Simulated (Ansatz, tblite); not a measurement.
# C10H17O3P: one state, many levels

Aim: run the singlet of C10H17O3P at one geometry on many levels, and compare frontier levels, spin and run time.

Program: Ansatz 0.2.0, Gaussian basis. Level of theory: as each input shows. These are calculated values, not measurements.

Levels to be run: GFN1-xTB, GFN2-xTB, PBE-D4/def2-TZVP, r2SCAN-D4/def2-TZVP, PBE-D4/def2-SVP, PBE0-D4/def2-SVP, HF/STO-3G, HF/6-31G, B3LYP-D4/6-31G, MP2/def2-SVP.

3 further runs of the same task are left out: 3 that didn't finish.

## (1) The relaxed structure

The geometry is that of the singlet, from an earlier relaxation (PBE-D4/def2-SVP).

SMILES `O=P(O)(O)C12CC3CC(CC(C3)C1)C2`, 31 atoms, charge 0, spin multiplicity 1.

Bond lengths: O1–P2 1.505 Å, P2–O3 1.650 Å, P2–O4 1.650 Å, P2–C5 1.826 Å, O3–H15 0.978 Å, O4–H16 0.978 Å, C5–C6 1.548 Å, C5–C13 1.550 Å, C5–C14 1.550 Å, C6–C7 1.542 Å, C6–H17 1.110 Å, C6–H18 1.110 Å, C7–C8 1.541 Å, C7–C12 1.541 Å, C7–H19 1.111 Å, C8–C9 1.542 Å, C8–H20 1.112 Å, C8–H21 1.112 Å and more. Angles: O1–P2–O3 113.6°, O1–P2–O4 113.6°, O1–P2–C5 118.4°, O3–P2–O4 104.4°, O3–P2–C5 102.6°, O4–P2–C5 102.6°, P2–O3–H15 107.8°, P2–O4–H16 107.8°, P2–C5–C6 111.9°, P2–C5–C13 108.3°, P2–C5–C14 108.3°, C6–C5–C13 109.5°, C6–C5–C14 109.5°, C13–C5–C14 109.2°, C5–C6–C7 109.1°, C5–C6–H17 109.8°, C5–C6–H18 109.8°, C7–C6–H17 110.5° and more.

As a file:

```xyz
31
charge 0, multiplicity 1
O     3.1937   -0.9335   -1.4828
P     2.6404    0.0235   -0.4615
O     2.9316    1.6087   -0.8149
O     3.2728   -0.1818    1.0486
C     0.8422    0.0100   -0.1446
C     0.4364    1.0489    0.9287
C    -1.0892    0.9831    1.1451
C    -1.4828   -0.4294    1.6205
C    -1.0813   -1.4650    0.5516
C    -1.8039   -1.1471   -0.7721
C    -1.4112    0.2652   -1.2479
C    -1.8126    1.3005   -0.1785
C     0.1115    0.3267   -1.4743
C     0.4427   -1.4098    0.3318
H     3.5921    1.6374   -1.5352
H     4.0538   -0.7644    0.9685
H     0.7385    2.0652    0.6002
H     0.9726    0.8373    1.8773
H    -1.3752    1.7303    1.9160
H    -2.5775   -0.4781    1.8072
H    -0.9801   -0.6616    2.5844
H    -1.3592   -2.4845    0.8945
H    -2.9046   -1.2104   -0.6311
H    -1.5330   -1.8989   -1.5446
H    -1.9274    0.4952   -2.2044
H    -2.9134    1.2840   -0.0254
H    -1.5495    2.3246   -0.5213
H     0.4228   -0.4027   -2.2519
H     0.4117    1.3345   -1.8309
H     0.7575   -2.1581   -0.4263
H     0.9808   -1.6498    1.2729
```

PBE0-D4/def2-TZVP was run before; its log isn't repeated, and its numbers join the tables.

## (2) GFN1-xTB

Tight binding, by tblite at 300 K electronic temperature and without a spin-polarisation term:

```python
tblite.interface.Calculator('GFN1-xTB', numbers, positions, charge=0, uhf=0).singlepoint()
```

Energy -1286.5063 eV, HOMO -12.06 eV, LUMO -4.66 eV; 0.032 s.

## (3) GFN2-xTB

Tight binding, by tblite at 300 K electronic temperature and without a spin-polarisation term:

```python
tblite.interface.Calculator('GFN2-xTB', numbers, positions, charge=0, uhf=0).singlepoint()
```

Energy -1224.2838 eV, HOMO -10.88 eV, LUMO -2.05 eV; 0.019 s.

## (4) PBE-D4/def2-TZVP

start.molden holds the orbitals of an earlier run on this state, given as this run's starting guess.

The input, in.yaml:

```yaml
crystal:
  periodic: [false, false, false]
  atoms:
    - {symbol: O, position_ang: [3.193715, -0.933531, -1.482754]}
    - {symbol: P, position_ang: [2.640353, 0.023474, -0.461476]}
    - {symbol: O, position_ang: [2.931603, 1.608736, -0.814865]}
    - {symbol: O, position_ang: [3.272755, -0.181791, 1.048638]}
    - {symbol: C, position_ang: [0.842212, 0.009983, -0.144582]}
    - {symbol: C, position_ang: [0.436443, 1.048852, 0.928683]}
    - {symbol: C, position_ang: [-1.089219, 0.983127, 1.145144]}
    - {symbol: C, position_ang: [-1.482770, -0.429394, 1.620546]}
    - {symbol: C, position_ang: [-1.081321, -1.464979, 0.551593]}
    - {symbol: C, position_ang: [-1.803890, -1.147128, -0.772078]}
    - {symbol: C, position_ang: [-1.411244, 0.265210, -1.247860]}
    - {symbol: C, position_ang: [-1.812599, 1.300450, -0.178539]}
    - {symbol: C, position_ang: [0.111524, 0.326742, -1.474327]}
    - {symbol: C, position_ang: [0.442673, -1.409828, 0.331760]}
    - {symbol: H, position_ang: [3.592099, 1.637395, -1.535185]}
    - {symbol: H, position_ang: [4.053842, -0.764384, 0.968521]}
    - {symbol: H, position_ang: [0.738454, 2.065173, 0.600216]}
    - {symbol: H, position_ang: [0.972552, 0.837283, 1.877275]}
    - {symbol: H, position_ang: [-1.375171, 1.730347, 1.916035]}
    - {symbol: H, position_ang: [-2.577473, -0.478083, 1.807243]}
    - {symbol: H, position_ang: [-0.980135, -0.661567, 2.584430]}
    - {symbol: H, position_ang: [-1.359228, -2.484491, 0.894549]}
    - {symbol: H, position_ang: [-2.904647, -1.210388, -0.631108]}
    - {symbol: H, position_ang: [-1.532956, -1.898923, -1.544604]}
    - {symbol: H, position_ang: [-1.927390, 0.495169, -2.204399]}
    - {symbol: H, position_ang: [-2.913447, 1.284032, -0.025366]}
    - {symbol: H, position_ang: [-1.549474, 2.324609, -0.521292]}
    - {symbol: H, position_ang: [0.422763, -0.402702, -2.251904]}
    - {symbol: H, position_ang: [0.411683, 1.334514, -1.830920]}
    - {symbol: H, position_ang: [0.757513, -2.158059, -0.426264]}
    - {symbol: H, position_ang: [0.980774, -1.649844, 1.272869]}
basis:
  gaussian: {orbitals: def2-TZVP, initial_orbitals: start.molden}
hamiltonian: {xc: pbe, dispersion: d4}
scf: {omitted_lower_state_checks: [starts]}
output: {orbitals: {seedname: orbitals}}
```

Command:

```
> ansatz run in.yaml --threads 4 --pin off --events-out ev --progress --plain --max-ram 6963MiB
```

The runs that follow: r2SCAN-D4/def2-TZVP; PBE-D4/def2-SVP; PBE0-D4/def2-SVP; HF/STO-3G; HF/6-31G; B3LYP-D4/6-31G; MP2/def2-SVP.

Q: Predict the results of all the runs planned. Wanted: gap in def2-TZVP, named functionals, smallest and largest; correlation energy, MP2/def2-SVP; binding an atom, functionals in def2-TZVP; PBE0 total energy, smallest basis above largest.

**Answer**, as computed:

| quantity | value |
| --- | --- |
| gap in def2-TZVP, named functionals, smallest and largest | 6.01 eV (PBE-D4), 8.21 eV (PBE0-D4) |
| correlation energy, MP2/def2-SVP | -56.62 eV |
| binding an atom, functionals in def2-TZVP | 4.50 (r2SCAN-D4) to 4.60 eV (PBE-D4) |
| PBE0 total energy, smallest basis above largest | 22.26 eV (def2-SVP, def2-TZVP) |

What this shows: Over the named functionals in def2-TZVP the gap runs from 6.01 eV (PBE-D4) to 8.21 eV (PBE0-D4); exact exchange widens it.
